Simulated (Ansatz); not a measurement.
# CoO: the cost of one run

All numbers are computed with Ansatz 0.2.0 through its Python package. Level of theory: DFT LDA+U, plane waves, PAW.

## Step 1: The structure

The structure is cubic, space group Fm-3m (No. 225). Conventional cell: a = 4.263 Å, b = 4.263 Å, c = 4.263 Å, α = 90.00°, β = 90.00°, γ = 90.00°. Around Co (site symmetry m-3m) lie 6 O at 2.13 Å. O (site symmetry m-3m) is surrounded by 6 Co at 2.13 Å.

The script holds or builds the structure itself.

## Step 2: Script

run_plus_u.py

```python
"""How the states of CoO follow the Hubbard U."""

import warnings

import ansatz
import numpy as np

SETTINGS = {
    "functional": "lda",
    "kspacing": 0.32,
    "width_ev": 0.15,
}


def count_gap(report):
    # lowest empty less highest filled band, counting bands; zero where they overlap
    return max(report.get("gap_by_band_count_ev") or 0.0, 0.0)

warnings.simplefilter("ignore", ansatz.DeckWarning)

xtal = (
    ansatz.Lattice.of([0.0, 2.1315, 2.1315], [2.1315, 0.0, 2.1315], [2.1315, 2.1315, 0.0])
    .atom("Co", [0.0, 0.0, 0.0])
    .atom("O", [0.5, 0.5, 0.5])
    .moments(Co=3.2)
)

model = (
    xtal.calculation()
    .functional(SETTINGS["functional"])
    .basis(18 * ansatz.Ha, density_ratio=6)
    .accuracy("low")  # preset for grids and thresholds
    .kpoints(spacing=SETTINGS["kspacing"])  # the mesh must be finer for metals
    .occupations(ansatz.OccupationsMethod.METHFESSEL_PAXTON, width=SETTINGS["width_ev"])
    .spin("collinear")
    .band_table()  # levels at the mesh points
)
rows = []
for u in [1.0, 3.0, 5.0, 7.0]:
    summary = model.hubbard("Co", "d", u_eff=u).run().report
    shell = summary["hubbard"]["n_scf"]
    rows.append((u, count_gap(summary), sum(shell) / len(shell), max(abs(m) for m in summary["site_moments_mub"]), summary["n_iterations"]))
print("      U_eff eV  gap by band count eV  Co d occupation (projector)  largest moment muB      iterations")
for row in rows:
    print(f"{str(row[0]):>14s}  {row[1]:20.3f}  {row[2]:27.4f}  {row[3]:18.3f}  {row[4]:14d}")
```

## Step 3: The input behind the calls

The package turns the script's settings into the engine's input (first run):

```yaml
crystal:
  lattice:
    - [0.0, 2.1315, 2.1315]
    - [2.1315, 0.0, 2.1315]
    - [2.1315, 2.1315, 0.0]
  atoms:
    - { symbol: Co, position: [0.0, 0.0, 0.0] }
    - { symbol: O, position: [0.5, 0.5, 0.5] }
accuracy: low
basis:
  ecutwfc: 489.804952427784
  ecutrho_ratio: 6
kpoints:
  mp_grid:
    kspacing: 0.32
hamiltonian:
  xc: lda
  hubbard:
    - { species: Co, l: d, u_eff: 1.0 }
magnetization:
  spin_polarized: true
  per_species:
    Co: 3.2
scf:
  occupations:
    method: methfessel_paxton
    width: 0.15
output:
  eigenvalues: true
```

## Step 4: The run

On the command line:

```console
> python run_plus_u.py
```

What time and memory should one allow on 1 thread of Arm Neoverse V2, shared host?

About 7.4 min, with a peak of 0.98 GiB.
